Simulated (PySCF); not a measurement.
# C4H9B: the cost of one run

The runs use PySCF 2.14.0, with density-fitted response routines of our own; the level of theory stands in each step. All values are computed, except where a source is named. Atoms count from 0, in the outputs and in this text.

### 1 Starting geometry

14 atoms, charge 0, multiplicity 1; geometry from: GFN2-xTB. The atoms were then displaced at random by about 0.01 Å, so the start is not that level's minimum.

Bonds of the start (Å): B0–C1 1.56, C1–C2 1.50, C1–C3 1.32, C3–C4 1.52, B0–H5 1.18, B0–H6 1.15, C2–H7 1.10, C2–H8 1.11, C2–H9 1.09, C3–H10 1.08, C4–H11 1.10, C4–H12 1.11, C4–H13 1.07.

### 2 Optimising the geometry at PBE0-D3(BJ)/def2-SVP

Job settings and geometry (Å):

```
{"job": {"xc": "PBE0", "basis": "def2-SVP", "d3": "d3bj", "grid": 1, "shake": 0.01, "kind": "geom"}, "charge": 0, "multiplicity": 1}
B      0.308800    -1.644370    -0.572570
C      0.444920    -0.181020    -0.050860
C      1.774610     0.192140     0.524430
C     -0.471560     0.772150    -0.068310
C     -1.899460     0.651760    -0.588850
H     -0.713480    -2.002990    -1.047800
H      1.205500    -2.357690    -0.506680
H      2.046830    -0.453320     1.366660
H      1.816630     1.232120     0.898540
H      2.572030     0.059350    -0.205250
H     -0.283240     1.751340     0.346270
H     -2.596070     0.875250     0.231990
H     -2.087970     1.413340    -1.368130
H     -2.124700    -0.323130    -0.972170
```

The run is started by

```sh
$ OMP_NUM_THREADS=1 python probes_run.py task.json out
```

One launch serves the whole session: the jobs run in the order shown.

Q: Estimate the wall time and peak memory of this first job on 1 thread of Arm Neoverse V2, shared host.

About 42 s, with a peak of 0.48 GiB.
